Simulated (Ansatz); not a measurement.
# VClO: the cost of one run

Computed with Ansatz 0.2.0 (DFT, PAW plane waves, r2scan, unless a step's input says otherwise).

**1. The starting structure**

The structure is orthorhombic, space group Pmmn (No. 59). Conventional cell: a = 3.300 Å, b = 3.780 Å, c = 7.910 Å, α = 90.00°, β = 90.00°, γ = 90.00°. V (site symmetry mm2) is surrounded by 4 O at 1.97 to 2.08 Å and 2 Cl at 2.36 Å. Cl (site symmetry mm2) has 2 V at 2.36 Å as nearest neighbours. Around O (site symmetry mm2) lie 4 V at 1.97 to 2.08 Å.

As a file:

```xyz
6
Lattice="3.3000 0.0000 0.0000 0.0000 3.7800 0.0000 0.0000 0.0000 7.9100" Properties=species:S:1:pos:R:3 pbc="T T T"
V     0.0000    1.8900    0.9081
V     1.6500    0.0000    7.0019
Cl    1.6500    1.8900    2.5937
Cl    0.0000    0.0000    5.3163
O     1.6500    1.8900    7.5477
O     0.0000    0.0000    0.3623
```

**2. A run**

input.yaml reads:

```yaml
crystal:
  lattice:
    - [3.3, 0.0, 0.0]
    - [0.0, 3.78, 0.0]
    - [0.0, 0.0, 7.91]
  atoms:
    - { symbol: V, position: [0.0, 0.5, 0.1148], spin: 2.0 }
    - { symbol: V, position: [0.5, 0.0, 0.8852], spin: 2.0 }
    - { symbol: Cl, position: [0.5, 0.5, 0.3279] }
    - { symbol: Cl, position: [0.0, 0.0, 0.6721] }
    - { symbol: O, position: [0.5, 0.5, 0.9542] }
    - { symbol: O, position: [0.0, 0.0, 0.0458] }
  symmetry: { tolerance: 0.0003 }
hamiltonian:
  xc: r2scan
  pseudopotentials: { kind: paw, azcp: { folder: soft_1 } }
basis:
  ecutwfc: 500
magnetization:
  spin_polarized: true
scf:
  occupations: { method: fermi_dirac, width: 0.05 }
kpoints:
  mp_grid: { grid: [7, 7, 3], shift: [0, 0, 0] }
output:
  forces: true
  stress: true
  eigenvalues: true
```

Launch:

```console
ansatz run input.yaml --threads 2 --pin off --max-ram 5632MiB --backend cpu --events-out ev --progress --plain --runs-dir out
```

Q: Estimate wall time and peak memory on 2 threads of AMD EPYC 9R45 (Zen 5), shared host.

About 13 s, with a peak of 0.91 GiB.
